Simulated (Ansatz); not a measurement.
# AlRu: the cost of one run

Program: Ansatz 0.2.0. Level of theory: DFT PBEsol, scalar-relativistic, plane waves, PAW. These are calculated values, not measurements.

## 1. The starting structure

Symmetry: Pm-3m, No. 221, cubic system. Conventional cell: a = 2.990 Å, b = 2.990 Å, c = 2.990 Å, α = 90.00°, β = 90.00°, γ = 90.00°. Ru (site symmetry m-3m) is surrounded by 8 Al at 2.59 Å. Al (site symmetry m-3m) is surrounded by 8 Ru at 2.59 Å.

Structure file:

```
CELL_PARAMETERS angstrom
2.99000 0.00000 0.00000
0.00000 2.99000 0.00000
0.00000 0.00000 2.99000
ATOMIC_POSITIONS crystal
Ru 0.00000 0.00000 0.00000
Al 0.50000 0.50000 0.50000
```

## 2. Relaxing cell and atoms: AlRu, no spin

Input file input.yaml:

```yaml
crystal:
  lattice:
    - [2.99, 0.0, 0.0]
    - [0.0, 2.99, 0.0]
    - [0.0, 0.0, 2.99]
  atoms:
    - { symbol: Ru, position: [0.0, 0.0, 0.0] }
    - { symbol: Al, position: [0.5, 0.5, 0.5] }
scf:
  occupations: { method: gaussian, width: 0.3 }
output:
  forces: true
  stress: true
  eigenvalues: true
hamiltonian:
  xc: pbesol
kpoints:
  mp_grid: { grid: [16, 16, 16] }
relax:
  f_tol: 0.005
  max_steps: 60
  cell: { stress_tol: 0.02 }
```

Run with:

```console
$ ansatz run input.yaml --threads 4 --pin off --max-ram 10240MiB --backend cpu --events-out ev --progress --plain --runs-dir out
```

**Question.** How long does this run take on 4 threads of Intel Xeon Platinum 8488C (Sapphire Rapids), shared host, and how much memory does it need?

About 3.1 s, with a peak of 0.41 GiB.
